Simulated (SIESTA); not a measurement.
The system is Mn, a sheet with vacuum.

```
Mn
1.0
     2.61432    0.00000    0.00000
     0.00000    2.61432    0.00000
     0.00000    0.00000   23.80000
Mn
1
Cartesian
  0.0000 0.0000 7.0001
```

The cell was built by a generator and needn't be a form met in nature.

Base run:

```yaml
Program: SIESTA 5.4.2
Functional: PBE
Potentials_or_basis: PseudoDojo 0.4 standard (PBE files)
Basis: DZP (energy shift 0.003 Ry; two zetas on semicore shells)
Grid_cutoff: 800 Ry
Energy_shift: 0.003 Ry
k_mesh: 10 × 10 × 1
Occupations: fermi-dirac, width 0.05 eV
Spin: collinear spin, ferromagnetic start
Starting_moments: "[4.0] μB"
Hubbard_terms: Mn d U = 4 eV
```

Its results: band gap on the k mesh none (metal or under the smearing width); net moment 4.71 μB per cell; site moments Mn +4.71 μB.

Task: The run is repeated on the same cell with these changes: hubbard terms from Mn d U = 4 eV to none. What comes out?

Result: Band gap on the k mesh none (metal or under the smearing width); net moment 4.41 μB per cell; site moments Mn +4.41 μB.

Caveats: the basis of atomic orbitals isn't converged, which shifts pressures, moduli and gaps; the U is typed as a test and isn't derived for this compound (some runs).
